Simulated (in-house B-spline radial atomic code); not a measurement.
# Rh³⁺: binding energies from hole states

How tightly is each shell of Rh³⁺ bound, and how much do the other electrons relax when one leaves?

Method: Dirac-Hartree-Fock, average of configuration, Fermi nucleus, basis-set limit. Code: in-house B-spline radial atomic code version 1.

### Step 1. Starting point

```
element       : rhodium (Z = 45)
charge        : +3
electrons     : 42
configuration : [Kr] 4d6
Hamiltonian   : Dirac-Coulomb
nucleus       : Fermi, rms radius 4.495 fm
```

Outer shells as boxes (Hund's rule):

[Kr] 4d6
```
[Kr] core
4d [↑↓][↑ ][↑ ][↑ ][↑ ]
```

The boxes draw the filling by Hund's rule, which heavy ions in jj coupling don't follow; these runs average over all states of the configuration.

Settings of the run:

```ini
Z = 45
electrons = 42.0
configuration = [Kr] 4d6
hamiltonian = dirac
method = hf
spin_polarised = False
nucleus = fermi
rms_radius = 4.4945
mass_number = 103
atomic_mass = 102.905494081
speed_of_light = 137.035999084
```

This reference run was done before. Its total energy is -4780.655063 hartree, and its levels are (the highest eight at most):

```tsv
orbital	occupation	energy (eV)	<r> (bohr)
3p3/2	4	-560.29	0.3916
3d3/2	4	-373.88	0.3673
3d5/2	6	-368.85	0.3707
4s1/2	2	-137.47	0.9792
4p1/2	2	-102.23	1.051
4p3/2	4	-98.021	1.078
4d3/2	2.4	-46.886	1.355
4d5/2	3.6	-46.394	1.368
```

### Step 2. The 1s hole

Settings: those of step 1 with these lines changed.

```diff
@@ -1,4 +1,4 @@
 Z = 45
-electrons = 42.0
-configuration = [Kr] 4d6
+electrons = 41.0
+configuration = 1s1 2s2 2p6 3s2 3p6 3d10 4s2 4p6 4d6
 hamiltonian = dirac
```

The program writes no log. Results of the run, from its result record (rounded, main fields):

```text
{
  "status": "converged",
  "scf [iteration, energy, orbital gradient]": [
    [1, -3905.07541757, 1.22],
    [2, -3918.67899263, 0.449],
    [3, -3922.69109455, 0.101],
    [4, -3923.01139453, 0.0286],
    [5, -3923.03259006, 0.0134],
    [6, -3923.03801669, 0.00101],
    [7, -3923.03802864, 0.000165],
    [8, -3923.03802971, 3.16e-05],
    [9, -3923.03802972, 1.09e-06],
    [10, -3923.03802972, 5.87e-08]
  ],
  "energy [hartree]": {"total": -3923.03802972, "kinetic": 4075.98611795, "nuclear": -9633.9282878, "coulomb": 1740.89586006, "exact_exchange": -105.991719929},
  "breit [hartree]": {"gaunt": 1.617011, "retardation": -0.2165378, "frequency_dependence": -0.01367909},
  "qed [hartree]": {"self_energy": 1.351359, "uehling": -0.1589347, "wichmann_kroll": 0.002716828},
  "recoil [hartree]": 0.01526435,
  "total_with_corrections [hartree]": -3920.44083029,
  "orbitals [hartree, bohr; first row names the columns]": [
    ["name", "occ", "eps", "<r>"],
    ["1s1/2", 1.0, -884.43735, 0.032492],
    ["2s1/2", 2.0, -134.61589, 0.13912],
    ["2p1/2", 2.0, -126.10459, 0.11769],
    ["2p3/2", 4.0, -120.34352, 0.12253],
    ["3s1/2", 2.0, -27.421679, 0.37981],
    ["3p1/2", 2.0, -23.673175, 0.37038],
    ["3p3/2", 4.0, -22.634657, 0.38054],
    ["3d3/2", 4.0, -15.615941, 0.35411],
    ["3d5/2", 6.0, -15.406713, 0.35751],
    ["4s1/2", 2.0, -5.9298353, 0.94429],
    ["4p1/2", 2.0, -4.611844, 1.0014],
    ["4p3/2", 4.0, -4.4355059, 1.0263],
    ["4d3/2", 2.4, -2.4178483, 1.2385],
    ["4d5/2", 3.6, -2.3946982, 1.2499]
  ],
  "sum_r [bohr^k]": {"-1": 214.0883, "1": 23.08869, "2": 22.90692},
  "energy_minus_base [hartree]": 857.617033,
  "energy_minus_base_with_corrections [hartree]": 855.112893
}
```

Run time: 1 s. Hardware: 1 thread, shared host.

energy_minus_base is the energy less that of the reference run.

### Step 3. The 2s hole

Settings: those of step 2 with these lines changed.

```diff
@@ -2,3 +2,3 @@
 electrons = 41.0
-configuration = 1s1 2s2 2p6 3s2 3p6 3d10 4s2 4p6 4d6
+configuration = 1s2 2s1 2p6 3s2 3p6 3d10 4s2 4p6 4d6
 hamiltonian = dirac
```

Results of the run:

```text
{
  "status": "converged",
  "scf [iteration, energy, orbital gradient]": [
    [1, -4636.98536703, 0.676],
    [2, -4649.0772233, 0.438],
    [3, -4652.64268255, 0.0997],
    [4, -4652.93636543, 0.0289],
    [5, -4652.95699195, 0.0131],
    [6, -4652.96191342, 0.00166],
    [7, -4652.96195785, 6.42e-05],
    [8, -4652.9619581, 2.29e-05],
    [9, -4652.96195811, 1.54e-06],
    [10, -4652.96195811, 7.49e-08]
  ],
  "energy [hartree]": {"total": -4652.96195811, "kinetic": 4844.86348368, "nuclear": -11172.5898951, "coulomb": 1799.63340885, "exact_exchange": -124.868955567},
  "breit [hartree]": {"gaunt": 3.266823, "retardation": -0.3344507, "frequency_dependence": -0.02562272},
  "qed [hartree]": {"self_energy": 2.191219, "uehling": -0.2640314, "wichmann_kroll": 0.004514757},
  "recoil [hartree]": 0.01698202,
  "total_with_corrections [hartree]": -4648.10652385,
  "orbitals [hartree, bohr; first row names the columns]": [
    ["name", "occ", "eps", "<r>"],
    ["1s1/2", 2.0, -865.5398, 0.032619],
    ["2s1/2", 1.0, -132.99162, 0.14119],
    ["2p1/2", 2.0, -122.87934, 0.11952],
    ["2p3/2", 4.0, -117.44747, 0.1243],
    ["3s1/2", 2.0, -27.127161, 0.38222],
    ["3p1/2", 2.0, -23.362838, 0.37393],
    ["3p3/2", 4.0, -22.367549, 0.38386],
    ["3d3/2", 4.0, -15.636823, 0.35535],
    ["3d5/2", 6.0, -15.433528, 0.35865],
    ["4s1/2", 2.0, -5.8847742, 0.94969],
    ["4p1/2", 2.0, -4.5693188, 1.0085],
    ["4p3/2", 4.0, -4.3996398, 1.0328],
    ["4d3/2", 2.4, -2.42566, 1.2375],
    ["4d5/2", 3.6, -2.4029892, 1.2485]
  ],
  "sum_r [bohr^k]": {"-1": 248.2815, "1": 23.07568, "2": 23.01053},
  "energy_minus_base [hartree]": 127.693105,
  "energy_minus_base_with_corrections [hartree]": 127.447199
}
```

Run time: 1 s. Hardware: 1 thread, shared host.

### Step 4. The 2p1/2 hole

In configurations, a minus sign after the shell means j = l − 1/2 and a plus sign j = l + 1/2; the count of electrons follows.

Settings: those of step 3 with these lines changed.

```diff
@@ -2,3 +2,3 @@
 electrons = 41.0
-configuration = 1s2 2s1 2p6 3s2 3p6 3d10 4s2 4p6 4d6
+configuration = 1s2 2s2 2p-1 2p+4 3s2 3p6 3d10 4s2 4p6 4d6
 hamiltonian = dirac
```

Results of the run:

```text
{
  "status": "converged",
  "scf [iteration, energy, orbital gradient]": [
    [1, -4646.65627778, 0.776],
    [2, -4658.94991121, 0.442],
    [3, -4662.59020052, 0.0999],
    [4, -4662.88862339, 0.0288],
    [5, -4662.9093475, 0.0131],
    [6, -4662.91435932, 0.00162],
    [7, -4662.91440059, 7.3e-05],
    [8, -4662.91440091, 2.32e-05],
    [9, -4662.91440092, 1.53e-06],
    [10, -4662.91440092, 6.69e-08]
  ],
  "energy [hartree]": {"total": -4662.91440092, "kinetic": 4856.25655757, "nuclear": -11186.5921853, "coulomb": 1792.70657097, "exact_exchange": -125.285344121},
  "breit [hartree]": {"gaunt": 3.141099, "retardation": -0.3124398, "frequency_dependence": -0.02452834},
  "qed [hartree]": {"self_energy": 2.31307, "uehling": -0.2774759, "wichmann_kroll": 0.004741802},
  "recoil [hartree]": 0.01791761,
  "total_with_corrections [hartree]": -4658.05201677,
  "orbitals [hartree, bohr; first row names the columns]": [
    ["name", "occ", "eps", "<r>"],
    ["1s1/2", 2.0, -866.83502, 0.032591],
    ["2s1/2", 2.0, -132.71753, 0.1404],
    ["2p1/2", 1.0, -124.11319, 0.12014],
    ["2p3/2", 4.0, -118.31934, 0.124],
    ["3s1/2", 2.0, -27.22947, 0.38183],
    ["3p1/2", 2.0, -23.312573, 0.37354],
    ["3p3/2", 4.0, -22.42997, 0.38312],
    ["3d3/2", 4.0, -15.580554, 0.35588],
    ["3d5/2", 6.0, -15.474569, 0.35774],
    ["4s1/2", 2.0, -5.9002273, 0.94807],
    ["4p1/2", 2.0, -4.5608433, 1.0094],
    ["4p3/2", 4.0, -4.4084005, 1.0312],
    ["4d3/2", 2.4, -2.4186709, 1.24],
    ["4d5/2", 3.6, -2.4064924, 1.2466]
  ],
  "sum_r [bohr^k]": {"-1": 248.5927, "1": 23.07882, "2": 22.99074},
  "energy_minus_base [hartree]": 117.740662,
  "energy_minus_base_with_corrections [hartree]": 117.501706
}
```

It took 1 s on 1 thread, shared host.

### Step 5. The 2p3/2 hole

Settings: those of step 4 with these lines changed.

```diff
@@ -2,3 +2,3 @@
 electrons = 41.0
-configuration = 1s2 2s2 2p-1 2p+4 3s2 3p6 3d10 4s2 4p6 4d6
+configuration = 1s2 2s2 2p-2 2p+3 3s2 3p6 3d10 4s2 4p6 4d6
 hamiltonian = dirac
```

Results of the run:

```text
{
  "status": "converged",
  "scf [iteration, energy, orbital gradient]": [
    [1, -4652.03996467, 0.761],
    [2, -4664.2791839, 0.422],
    [3, -4667.90237814, 0.0996],
    [4, -4668.19952749, 0.0288],
    [5, -4668.22020939, 0.0129],
    [6, -4668.22519423, 0.00166],
    [7, -4668.22523797, 7.03e-05],
    [8, -4668.22523827, 2.33e-05],
    [9, -4668.22523828, 1.5e-06],
    [10, -4668.22523828, 7.36e-08]
  ],
  "energy [hartree]": {"total": -4668.22523828, "kinetic": 4872.91558841, "nuclear": -11210.0988427, "coulomb": 1794.49493712, "exact_exchange": -125.536921073},
  "breit [hartree]": {"gaunt": 3.220507, "retardation": -0.3124692, "frequency_dependence": -0.01978733},
  "qed [hartree]": {"self_energy": 2.302572, "uehling": -0.2777372, "wichmann_kroll": 0.004746703},
  "recoil [hartree]": 0.01787044,
  "total_with_corrections [hartree]": -4663.28953589,
  "orbitals [hartree, bohr; first row names the columns]": [
    ["name", "occ", "eps", "<r>"],
    ["1s1/2", 2.0, -866.42713, 0.032595],
    ["2s1/2", 2.0, -132.62818, 0.14045],
    ["2p1/2", 2.0, -123.66054, 0.11931],
    ["2p3/2", 3.0, -118.30277, 0.125],
    ["3s1/2", 2.0, -27.222154, 0.38193],
    ["3p1/2", 2.0, -23.418251, 0.37331],
    ["3p3/2", 4.0, -22.369523, 0.38299],
    ["3d3/2", 4.0, -15.669107, 0.35465],
    ["3d5/2", 6.0, -15.412068, 0.35874],
    ["4s1/2", 2.0, -5.899327, 0.94821],
    ["4p1/2", 2.0, -4.5773281, 1.0072],
    ["4p3/2", 4.0, -4.3992685, 1.0327],
    ["4d3/2", 2.4, -2.4285493, 1.236],
    ["4d5/2", 3.6, -2.4001576, 1.2494]
  ],
  "sum_r [bohr^k]": {"-1": 249.1151, "1": 23.07899, "2": 22.99748},
  "energy_minus_base [hartree]": 112.429825,
  "energy_minus_base_with_corrections [hartree]": 112.264187
}
```

Run time: 1 s. Hardware: 1 thread, shared host.

### Step 6. The 3s hole

Settings: those of step 5 with these lines changed.

```diff
@@ -2,3 +2,3 @@
 electrons = 41.0
-configuration = 1s2 2s2 2p-2 2p+3 3s2 3p6 3d10 4s2 4p6 4d6
+configuration = 1s2 2s2 2p6 3s1 3p6 3d10 4s2 4p6 4d6
 hamiltonian = dirac
```

Results of the run:

```text
{
  "status": "converged",
  "scf [iteration, energy, orbital gradient]": [
    [1, -4741.74139704, 0.707],
    [2, -4752.48560507, 0.443],
    [3, -4755.3584739, 0.11],
    [4, -4755.60612143, 0.0285],
    [5, -4755.62537597, 0.0152],
    [6, -4755.62945697, 0.0019],
    [7, -4755.62951022, 0.000153],
    [8, -4755.62951051, 2.4e-05],
    [9, -4755.62951051, 1.63e-06],
    [10, -4755.62951051, 8.59e-08]
  ],
  "energy [hartree]": {"total": -4755.62951051, "kinetic": 4957.45267034, "nuclear": -11418.2258836, "coulomb": 1835.5626059, "exact_exchange": -130.418903157},
  "breit [hartree]": {"gaunt": 3.400804, "retardation": -0.3426515, "frequency_dependence": -0.02473066},
  "qed [hartree]": {"self_energy": 2.282169, "uehling": -0.2745586, "wichmann_kroll": 0.004693298},
  "recoil [hartree]": 0.01752977,
  "total_with_corrections [hartree]": -4750.56625467,
  "orbitals [hartree, bohr; first row names the columns]": [
    ["name", "occ", "eps", "<r>"],
    ["1s1/2", 2.0, -861.7489, 0.032618],
    ["2s1/2", 2.0, -130.47628, 0.14139],
    ["2p1/2", 2.0, -120.73932, 0.12033],
    ["2p3/2", 4.0, -115.38886, 0.12515],
    ["3s1/2", 1.0, -26.935981, 0.38787],
    ["3p1/2", 2.0, -22.795258, 0.37857],
    ["3p3/2", 4.0, -21.827405, 0.38869],
    ["3d3/2", 4.0, -15.165575, 0.3624],
    ["3d5/2", 6.0, -14.975882, 0.36567],
    ["4s1/2", 2.0, -5.8482487, 0.95389],
    ["4p1/2", 2.0, -4.5402498, 1.0156],
    ["4p3/2", 4.0, -4.371949, 1.0399],
    ["4d3/2", 2.4, -2.4102651, 1.2484],
    ["4d5/2", 3.6, -2.3883985, 1.2592]
  ],
  "sum_r [bohr^k]": {"-1": 253.7401, "1": 23.06056, "2": 23.26723},
  "energy_minus_base [hartree]": 25.0255525,
  "energy_minus_base_with_corrections [hartree]": 24.9874684
}
```

Wall time 1 s (1 thread, shared host).

### Step 7. The 3p1/2 hole

Settings: those of step 6 with these lines changed.

```diff
@@ -2,3 +2,3 @@
 electrons = 41.0
-configuration = 1s2 2s2 2p6 3s1 3p6 3d10 4s2 4p6 4d6
+configuration = 1s2 2s2 2p6 3s2 3p-1 3p+4 3d10 4s2 4p6 4d6
 hamiltonian = dirac
```

Results of the run:

```text
{
  "status": "converged",
  "scf [iteration, energy, orbital gradient]": [
    [1, -4745.59709636, 0.706],
    [2, -4756.39374992, 0.45],
    [3, -4759.26824518, 0.113],
    [4, -4759.51759109, 0.0306],
    [5, -4759.53696443, 0.0148],
    [6, -4759.5410863, 0.00186],
    [7, -4759.5411399, 0.000138],
    [8, -4759.54114017, 2.08e-05],
    [9, -4759.54114018, 1.45e-06],
    [10, -4759.54114018, 7.37e-08]
  ],
  "energy [hartree]": {"total": -4759.54114018, "kinetic": 4961.79458806, "nuclear": -11425.1165573, "coulomb": 1834.56078557, "exact_exchange": -130.779956526},
  "breit [hartree]": {"gaunt": 3.381325, "retardation": -0.3391007, "frequency_dependence": -0.02463113},
  "qed [hartree]": {"self_energy": 2.305359, "uehling": -0.2770704, "wichmann_kroll": 0.004735662},
  "recoil [hartree]": 0.01770111,
  "total_with_corrections [hartree]": -4754.47282166,
  "orbitals [hartree, bohr; first row names the columns]": [
    ["name", "occ", "eps", "<r>"],
    ["1s1/2", 2.0, -861.88836, 0.032615],
    ["2s1/2", 2.0, -130.60746, 0.1412],
    ["2p1/2", 2.0, -120.71361, 0.12048],
    ["2p3/2", 4.0, -115.47754, 0.12511],
    ["3s1/2", 2.0, -26.694065, 0.38582],
    ["3p1/2", 1.0, -23.05972, 0.38095],
    ["3p3/2", 4.0, -21.978096, 0.38827],
    ["3d3/2", 4.0, -15.055321, 0.36229],
    ["3d5/2", 6.0, -15.030077, 0.36544],
    ["4s1/2", 2.0, -5.8688118, 0.95385],
    ["4p1/2", 2.0, -4.5182674, 1.0162],
    ["4p3/2", 4.0, -4.3781095, 1.039],
    ["4d3/2", 2.4, -2.4077124, 1.2494],
    ["4d5/2", 3.6, -2.3900555, 1.2584]
  ],
  "sum_r [bohr^k]": {"-1": 253.8933, "1": 23.06171, "2": 23.26246},
  "energy_minus_base [hartree]": 21.1139229,
  "energy_minus_base_with_corrections [hartree]": 21.0809015
}
```

Run time: 1.1 s. Hardware: 1 thread, shared host.

Radial density 4πr²n(r) and radial functions P(r) = rR(r):

```tsv
r (bohr)	4πr²n	3p3/2	4d5/2
0.00259	5.593	0.0072	0.0000
0.00383	10.48	0.0152	0.0000
0.00566	18.59	0.0316	0.0001
0.00838	30.57	0.0644	0.0005
0.0124	44.80	0.1274	0.0014
0.0183	55.79	0.2402	0.0041
0.0271	56.69	0.4263	0.0115
0.0401	49.78	0.6832	0.0310
0.0593	52.88	0.9316	0.0765
0.0878	69.14	0.9519	0.1687
0.130	64.89	0.4379	0.3154
0.192	47.15	-0.6334	0.4621
0.284	54.31	-1.6141	0.4529
0.420	39.36	-1.6225	0.1137
0.622	15.55	-0.8146	-0.4934
0.920	16.53	-0.1854	-0.9376
1.36	8.922	-0.0167	-0.8641
2.01	1.629	-0.0007	-0.4551
2.98	0.09062	0.0000	-0.1205
4.40	0.0008660	0.0000	-0.0122
```

On the record's full grid the radial density has clear maxima near r = 0.022, 0.11, 0.28, 0.92 bohr.

### Step 8. The 3p3/2 hole

Settings: those of step 7 with these lines changed.

```diff
@@ -2,3 +2,3 @@
 electrons = 41.0
-configuration = 1s2 2s2 2p6 3s2 3p-1 3p+4 3d10 4s2 4p6 4d6
+configuration = 1s2 2s2 2p6 3s2 3p-2 3p+3 3d10 4s2 4p6 4d6
 hamiltonian = dirac
```

Results of the run:

```text
{
  "status": "converged",
  "scf [iteration, energy, orbital gradient]": [
    [1, -4746.59315615, 0.696],
    [2, -4757.35005311, 0.426],
    [3, -4760.20824519, 0.112],
    [4, -4760.45575369, 0.0306],
    [5, -4760.47502335, 0.0143],
    [6, -4760.47910422, 0.00186],
    [7, -4760.47916005, 0.000141],
    [8, -4760.47916032, 2.1e-05],
    [9, -4760.47916033, 1.49e-06],
    [10, -4760.47916033, 7.84e-08]
  ],
  "energy [hartree]": {"total": -4760.47916033, "kinetic": 4964.74861222, "nuclear": -11429.8310696, "coulomb": 1835.48379963, "exact_exchange": -130.880502622},
  "breit [hartree]": {"gaunt": 3.395316, "retardation": -0.3391135, "frequency_dependence": -0.02371709},
  "qed [hartree]": {"self_energy": 2.303536, "uehling": -0.2771237, "wichmann_kroll": 0.004736659},
  "recoil [hartree]": 0.01768664,
  "total_with_corrections [hartree]": -4755.39783854,
  "orbitals [hartree, bohr; first row names the columns]": [
    ["name", "occ", "eps", "<r>"],
    ["1s1/2", 2.0, -861.80354, 0.032616],
    ["2s1/2", 2.0, -130.56307, 0.14121],
    ["2p1/2", 2.0, -120.78339, 0.1203],
    ["2p3/2", 4.0, -115.37443, 0.12528],
    ["3s1/2", 2.0, -26.67698, 0.38587],
    ["3p1/2", 2.0, -22.928401, 0.37837],
    ["3p3/2", 3.0, -21.994644, 0.39129],
    ["3d3/2", 4.0, -15.183081, 0.36241],
    ["3d5/2", 6.0, -14.914059, 0.36569],
    ["4s1/2", 2.0, -5.8676012, 0.95409],
    ["4p1/2", 2.0, -4.5451162, 1.0151],
    ["4p3/2", 4.0, -4.3655333, 1.0385],
    ["4d3/2", 2.4, -2.4108695, 1.2483],
    ["4d5/2", 3.6, -2.3869759, 1.26]
  ],
  "sum_r [bohr^k]": {"-1": 253.998, "1": 23.05977, "2": 23.27032},
  "energy_minus_base [hartree]": 20.1759027,
  "energy_minus_base_with_corrections [hartree]": 20.1558846
}
```

Wall time 1 s (1 thread, shared host).

### Step 9. What the holes cost

| hole | ΔSCF (eV) | with Breit, QED, recoil (eV) | −ε of the parent (eV) | −ε less ΔSCF (eV) |
| --- | --- | --- | --- | --- |
| 1s | 23336.9 | 23268.8 | 23396.5 | 59.53 |
| 2s | 3474.71 | 3468.01 | 3505.22 | 30.51 |
| 2p1/2 | 3203.89 | 3197.38 | 3237.50 | 33.61 |
| 2p3/2 | 3059.37 | 3054.86 | 3092.09 | 32.72 |
| 3s | 680.98 | 679.94 | 692.29 | 11.31 |
| 3p1/2 | 574.54 | 573.64 | 586.16 | 11.63 |
| 3p3/2 | 549.01 | 548.47 | 560.29 | 11.27 |

Relaxation of the remaining electrons brings each binding energy under −ε, by 59.5 eV for 1s and 11.27 eV for 3p3/2. The difference of the 1s and 2p3/2 holes gives a Kα1 line at 20213.9 eV for this charge state (with Breit, QED and recoil). The spin-orbit splitting of the 2p hole is 142.52 eV with those corrections. Values are for the free ion, measured from the vacuum level.
